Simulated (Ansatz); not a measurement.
# TiHO+ (quintet): from Hartree-Fock to the top rungs, def2-QZVPP

One table from this session's results is given with a row withheld; the runs are named, their logs left out.

Computed with Ansatz 0.2.0, Gaussian basis. Level: def2-QZVPP, core rule «outside noble gas», up to 10 orbitals frozen.

To be run: UHF; ROHF; CCSD(T) on UHF.

2 further runs of the same task are left out: 2 set aside as unsound or not needed.

### The system

The geometry is a PBE0/def2-TZVP stationary point (not a proven minimum) of the parent state, kept for this charge and spin.

3 atoms, charge 1, spin multiplicity 5.

Atoms are counted from 1 here; the program's logs count them from 0.

Bond lengths: Ti1–O2 1.725 Å, O2–H3 0.963 Å. Angles: Ti1–O2–H3 180.0°.

Set-up of the first run:

in.yaml reads:

```yaml
crystal:
  periodic: [false, false, false]
  atoms:
    - {symbol: Ti, position_ang: [0.000000, 0.000000, 1.470824]}
    - {symbol: O, position_ang: [0.000000, 0.000000, -0.253684]}
    - {symbol: H, position_ang: [0.000000, 0.000000, -1.217140]}
basis:
  gaussian: {orbitals: "def2-QZVPP.json"}
total_charge: 1
magnetization: {spin_polarized: true, initial_magnetization: 4}
hamiltonian: {xc: hf}
output: {orbitals: {seedname: orbitals}}
```

Command:

```bash
$ ansatz run in.yaml --threads 1 --pin off --events-out ev --progress --plain --max-ram 4096MiB --backend cpu
```

Among the steps run: UHF; ROHF; CCSD(T) on UHF.

One table of the session follows, with a row left open; its other results are not shown here.

```
  method  from UCCSD(T) (kcal/mol)
    ROHF                         ?
     UHF                   +167.28
    UMP2                    +16.73
   UCCSD                     +4.66
UCCSD(T)                         0
```

Q: Estimate the row for ROHF from the others.

As computed: from UCCSD(T) (kcal/mol): +173.22. In the column «from UCCSD(T) (kcal/mol)» it is the highest.
